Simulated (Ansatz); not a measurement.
# YbB₂, space group P6/mmm: a relaxation of cell and ions

With Ansatz's Python interface.

Run as a notebook:

```python
from pathlib import Path
import warnings

import ansatz as az
from ase import Atoms
from ase.data import atomic_numbers
from ase.neighborlist import neighbor_list
import matplotlib.pyplot as plt
import numpy as np
import spglib
```

```python
def edges_and_angles(cell):
    cell = np.asarray(cell)
    a, b, c = np.linalg.norm(cell, axis=1)
    cosines = cell[1] @ cell[2] / (b * c), cell[0] @ cell[2] / (a * c), cell[0] @ cell[1] / (a * b)
    return (a, b, c, *np.degrees(np.arccos(cosines)))
```

```python
warnings.simplefilter("ignore", az.DeckWarning)
```

```python
crystal = (
    az.Lattice.from_parameters(3.2503, 3.2503, 3.7315, alpha=90.0, beta=90.0, gamma=120.0)
    .atom("Yb", (0.0, 0.0, 0.0))
    .atom("B", (1 / 3, 2 / 3, 0.5))
    .atom("B", (2 / 3, 1 / 3, 0.5))
)
```

```python
crystal.resolved().tree()["lattice"]
```

    ((3.2503, 0.0, 0.0), (-1.6251499999999994, 2.8148423699205614, 0.0),
     (2.284884765509174e-16, 3.957536503301989e-16, 3.7315000000000005))

```python
# every cell quantity that the symmetry leaves free
calculation = (
    crystal.calculation()
    .occupations("Fermi-Dirac", width=100 * az.meV)
    .functional("r2scan")
    .kpoints(9, 9, 7)
    .basis(45 * az.Ry)
    .pseudopotentials("paw")
    .relax(force_tolerance=0.005, max_steps=100, cell=True, stress_tolerance=0.1)
    .density()
    .electron_localization_function()
    .output_files(volumetric_format="npy")
)
steps = []


def follow(event):
    if event["event"] != "relax_step":
        return
    row = event["data"]
    steps.append(row)
    print(f"step {row['step']:3d}  E = {row['lagrangian_ev']:.5f} eV  largest force component = {row['allowed_force_max_ev_ang']:.4f} eV/A  P = {row['pressure_gpa']:.3f} GPa")


res = calculation.session().plan(threads=1).execute(on_event=follow)
rep = res.report
```

    step   1  E = -14120.45661 eV  largest force component = 0.0000 eV/A  P = 2.170 GPa
    step   2  E = -14120.46688 eV  largest force component = 0.0000 eV/A  P = -2.627 GPa
    step   3  E = -14120.47960 eV  largest force component = 0.0000 eV/A  P = -0.447 GPa
    step   4  E = -14120.47974 eV  largest force component = 0.0000 eV/A  P = -0.103 GPa
    step   5  E = -14120.47976 eV  largest force component = 0.0000 eV/A  P = 0.004 GPa
    step   6  E = -14120.47979 eV  largest force component = 0.0000 eV/A  P = 0.003 GPa

```python
rep["n_kpoints"], rep["n_symmetry_ops"], rep["n_pw"]
```

    (48, 24, 1191)

```python
first, last = steps[0], steps[-1]
symbols = [site.symbol for site in res.lattice.sites]
print(f"energy gained {first['lagrangian_ev'] - last['lagrangian_ev']:.4f} eV in {len(steps) - 1} steps")
for label, vectors in (("before", first["cell_ang"]), ("after", res.lattice.cell_ang)):
    print(label, "a b c (A) {:.4f} {:.4f} {:.4f}  angles {:.2f} {:.2f} {:.2f}".format(*edges_and_angles(vectors)), f" V = {abs(np.linalg.det(vectors)):.3f} A^3")
print("final stress xx yy zz (GPa, compression positive):", np.round(np.diag(rep["stress_gpa"]), 3) + 0.0)
```

    energy gained 0.0232 eV in 5 steps
    before a b c (A) 3.2503 3.2503 3.7315  angles 90.00 90.00 120.00  V = 34.140 A^3
    after a b c (A) 3.2311 3.2311 3.8350  angles 90.00 90.00 120.00  V = 34.674 A^3
    final stress xx yy zz (GPa, compression positive): [0.004 0.004 0.   ]

```python
fractions = [site.position_frac for site in res.lattice.sites]
numbers = [atomic_numbers[s] for s in symbols]
for tolerance in (1e-3, 1e-2, 1e-1):
    print(f"space group at {tolerance} A:", spglib.get_spacegroup((res.lattice.cell_ang, fractions, numbers), symprec=tolerance))
```

    space group at 0.001 A: P6/mmm (191)
    space group at 0.01 A: P6/mmm (191)
    space group at 0.1 A: P6/mmm (191)

```python
fig, (top, bottom) = plt.subplots(2, 1, sharex=True, figsize=(4.5, 4))
top.plot([s["lagrangian_ev"] - last["lagrangian_ev"] for s in steps], "o-")
top.set_ylabel("E - E(final) (eV)")
bottom.semilogy([max(s["allowed_force_max_ev_ang"], 1e-6) for s in steps], "s-")
bottom.set(xlabel="step", ylabel="largest force (eV/A)")
fig.tight_layout()
fig.savefig("relax.png", dpi=100)
```

```python
final = Atoms(symbols, positions=last["positions_ang"], cell=res.lattice.cell_ang, pbc=True)
i, j, d = neighbor_list("ijd", final, 4.5)
print("neighbours within 1.2 times the shortest distance of each atom (A)")
for atom in range(len(final)):
    near = [m for m in np.argsort(d) if i[m] == atom]
    shell = [m for m in near if d[m] < 1.2 * d[near[0]]]
    print(f"{symbols[atom]}{atom} ({len(shell)}):", ", ".join(f"{symbols[j[m]]} {d[m]:.3f}" for m in shell))
```

    neighbours within 1.2 times the shortest distance of each atom (A)
    Yb0 (12): B 2.675, B 2.675, B 2.675, B 2.675, B 2.675, B 2.675, B 2.675, B 2.675, B 2.675, B 2.675, B 2.675, B 2.675
    B1 (3): B 1.865, B 1.865, B 1.865
    B2 (3): B 1.865, B 1.865, B 1.865

```python
print("relaxed fractional positions")
for site in res.lattice.sites:
    print(f"  {site.symbol:2s}", " ".join(f"{v % 1:8.5f}" for v in np.round(site.position_frac, 5)))
```

    relaxed fractional positions
      Yb  0.00000  0.00000  0.00000
      B   0.33333  0.66667  0.50000
      B   0.66667  0.33333  0.50000

```python
n_atoms = len(rep["lattice"]["sites"])
print("F =", round(rep["free_energy_ev"], 4), "eV for", n_atoms, "atoms")
print("E(sigma -> 0) =", round(rep["energy_sigma0_ev"], 4), "eV, TS =", round(rep["entropy_ts_ev"], 5), "eV")
print("closed by", rep["closed_by"], "after", rep["n_iterations"], "iterations")
```

    F = -14120.4798 eV for 3 atoms
    E(sigma -> 0) = -14120.4155 eV, TS = 0.12868 eV
    closed by deck_thresholds after 5 iterations

```python
print(calculation.to_python())
```

    (
        az.Lattice.from_parameters(3.2503, 3.2503, 3.7315, alpha=90.0, beta=90.0, gamma=120.0)
        .atom("Yb", (0.0, 0.0, 0.0))
        .atom("B", (0.3333333333333333, 0.6666666666666666, 0.5))
        .atom("B", (0.6666666666666666, 0.3333333333333333, 0.5))
        .calculation()
        .basis(cutoff=612.25619053473)
        .kpoints(9, 9, 7)
        .functional("r2scan")
        .pseudopotentials(kind="paw")
        .occupations(method="fermi_dirac", width=0.1)
        .relax(force_tolerance=0.005, max_steps=100, cell=True, stress_tolerance=0.1)
        .density()
        .output_files(volumetric_format="npy")
        .electron_localization_function()
    )

```python
# ELF is 0.5 in a uniform gas and nears 1 where pairs localise
folder = Path(res.write_results("elf"))
elf = np.load(folder / "elf.npy")
peak = np.unravel_index(elf.argmax(), elf.shape)
print(f"largest ELF {elf.max():.3f} at grid fractions", np.round(np.array(peak) / elf.shape, 3))
for level in (0.2, 0.5, 0.7, 0.8, 0.9):
    print(f"share of the cell with ELF over {level}: {np.mean(elf > level):.3f}")
```

    largest ELF 0.892 at grid fractions [0.    0.519 0.5  ]
    share of the cell with ELF over 0.2: 0.681
    share of the cell with ELF over 0.5: 0.410
    share of the cell with ELF over 0.7: 0.151
    share of the cell with ELF over 0.8: 0.047
    share of the cell with ELF over 0.9: 0.000

Caveats:
- Total energies depend on the potentials; only differences at equal settings carry meaning. A total without «per atom» is that of the cell as typed.
- Semilocal functionals put the nearly full 4f shell of Yb too close to the Fermi level.
- Forces vanish by symmetry, so the ions can't move, and the end may be a saddle.
- For a metal this k-point mesh is coarse: on a finer one energies can move by several to tens of meV an atom and pressures by half a GPa or more, differences at one mesh by less.
- Energies along a relaxation are free energies. Rows at an unchanged volume are solved on a plane-wave basis chosen afresh for that cell, so the energy jumps there and such rows are no steps of the walk.
- Densities and potentials on the grid are those of the valence electrons, and inside the cores they hang on the potentials used.
- The starting cell is as deposited in a crystallographic database; the results hold for this polymorph, which needn't be the stable one.
- Run time: 33 s on 1 thread of Arm Neoverse V2 (shared host), peak memory 0.62 GiB.

(Lines on the test bed's own set-up are left out of the output.)
